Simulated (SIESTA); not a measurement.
HfIn4SiO6:

```
CELL_PARAMETERS angstrom
5.27743 0.00000 0.00000
-2.63872 4.57039 0.00000
0.00000 0.00000 10.55905
ATOMIC_POSITIONS crystal
Hf 0.66667 0.33333 0.00000
In 0.00000 0.00000 0.30446
In 0.00000 0.00000 0.69554
In 0.33333 0.66667 0.78919
In 0.33333 0.66667 0.21081
Si 0.00000 0.00000 0.00000
O 0.97300 0.70496 0.89972
O 0.29504 0.02700 0.10028
O 0.29504 0.26804 0.89972
O 0.73196 0.70496 0.10028
O 0.73196 0.02700 0.89972
O 0.97300 0.26804 0.10028
```

The cell was built by a generator and needn't be a form met in nature.

Base run:

```yaml
Program: SIESTA 5.4.2
Functional: PBE
Potentials_or_basis: PseudoDojo 0.4 standard (PBE files)
Basis: DZP (energy shift 0.003 Ry; two zetas on semicore shells)
Grid_cutoff: 800 Ry
Energy_shift: 0.003 Ry
k_mesh: 6 × 6 × 3
Occupations: fermi-dirac, width 0.05 eV
Spin: no spin polarisation
```

Its results: band gap on the k mesh none (metal or under the smearing width); pressure 1.2 GPa; largest force 0.176 eV/Å.

The run is repeated on the same cell with these changes: basis from DZP (energy shift 0.003 Ry; two zetas on semicore shells) to SZ (energy shift 0.003 Ry; radii capped at 9.5 bohr). What comes out?

Band gap on the k mesh 0.14 eV, indirect (least direct gap 1.42 eV); pressure 6.7 GPa; largest force 2.088 eV/Å.

Caveats: short orbitals over semicore shells can move pressures by several GPa; spin-orbit coupling is left out, which moves the levels of the heavy elements; the basis of atomic orbitals isn't converged, which shifts pressures, moduli and gaps; the basis has no polarisation orbitals (some runs); forces of over 1 eV/Å show positions far from the minimum, so gaps and moduli don't describe the material at rest (some runs).
